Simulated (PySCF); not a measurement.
**Changing the system itself: SbP⁻**

How does SbP⁻ answer to another spin, charge, distance or environment?

Method: method and basis as typed in the scripts; program: PySCF 2.14.0.

5 further runs of the same task are left out: 1 for a known fault of the program, 4 that didn't finish.

### Step 1. The starting structure

SbP⁻: 2 atoms, charge -1, spin multiplicity 2.

Bond lengths: Sb1–P2 2.277 Å.

### Step 2. The run that the others are compared with

input.py

```python
from pyscf import gto, dft

mol = gto.M(
    atom='Sb 0 0 0; P 0 0 2.277',
    basis='lanl2dz',
    ecp={'Sb': 'lanl2dz', 'P': 'lanl2dz'},
    charge=-1,
    spin=1,
    verbose=4,
)
mf = dft.UKS(mol, xc='b3lyp')
mf.kernel()
mf.mulliken_pop()
mf.dip_moment()
print('orbital energies (hartree):', [e[max(0, n-3):n+3].round(4) for e, n in zip(mf.mo_energy, mol.nelec)])
```

Started as:

```sh
OMP_NUM_THREADS=1 python input.py
```

Its log is not repeated here.

It gives: E(SCF) = -11.911696 Eh, 11 cycles, ⟨S²⟩ = 0.752.

The bond length is a typed value, not an optimised one. The dipole of an ion depends on the origin.

### Step 3. Electric field 0.005 a.u.

Run 1 changes electric field: none → 0.005 a.u.

input.py

```python
from pyscf import gto, dft

mol = gto.M(
    atom='Sb 0 0 0; P 0 0 2.277',
    basis='lanl2dz',
    ecp={'Sb': 'lanl2dz', 'P': 'lanl2dz'},
    charge=-1,
    spin=1,
    verbose=4,
)
mf = dft.UKS(mol, xc='b3lyp')
field = 0.005  # electric field along z, atomic units
h = mf.get_hcore() + field*mol.intor('int1e_r')[2]
mf.get_hcore = lambda *args: h
e_nuc = mol.energy_nuc() - field*mol.atom_charges() @ mol.atom_coords()[:, 2]
mf.energy_nuc = lambda *args: e_nuc
mf.kernel()
mf.mulliken_pop()
mf.dip_moment()
print('orbital energies (hartree):', [e[max(0, n-3):n+3].round(4) for e, n in zip(mf.mo_energy, mol.nelec)])
```

Started as:

```sh
OMP_NUM_THREADS=1 python input.py
```

### Step 4. Charge +0 (triplet)

Run 2 changes charge: -1 → 0; spin (2S): 1 → 2.

input.py: that of step 2 with these lines changed.

```diff
@@ -6,4 +6,4 @@
     ecp={'Sb': 'lanl2dz', 'P': 'lanl2dz'},
-    charge=-1,
-    spin=1,
+    charge=0,
+    spin=2,
     verbose=4,
```

### Step 5. Quartet

Run 3 changes spin (2S): 1 → 3.

input.py: that of step 2 with these lines changed.

```diff
@@ -7,3 +7,3 @@
     charge=-1,
-    spin=1,
+    spin=3,
     verbose=4,
```

Q: Predict the outcome of this session. Wanted: for each run, E(SCF); from base; gap, α spin; SCF dipole.

The runs gave:

```csv
run,E(SCF) (hartree),from base (eV),cycles,"gap, α spin (eV)",SCF dipole (D)
base,-11.911696,0,11,1.24,n/a
electric field 0.005 a.u.,-11.901890,not comparable,11,1.24,n/a
charge +0 (triplet),-11.787711,+3.3738,11,1.28,1.33
quartet,-11.830953,+2.1971,9,4.20,n/a
```

The highest filled level of this anion is positive: the basis lacks diffuse functions or the electron is not bound, so these numbers hang on the basis. At the SCF level, going to the triplet with one electron fewer costs 3.37 eV at fixed geometry, which need not be the lowest ionisation. The quartet solution found lies 2.20 eV above the base doublet at this geometry and level.
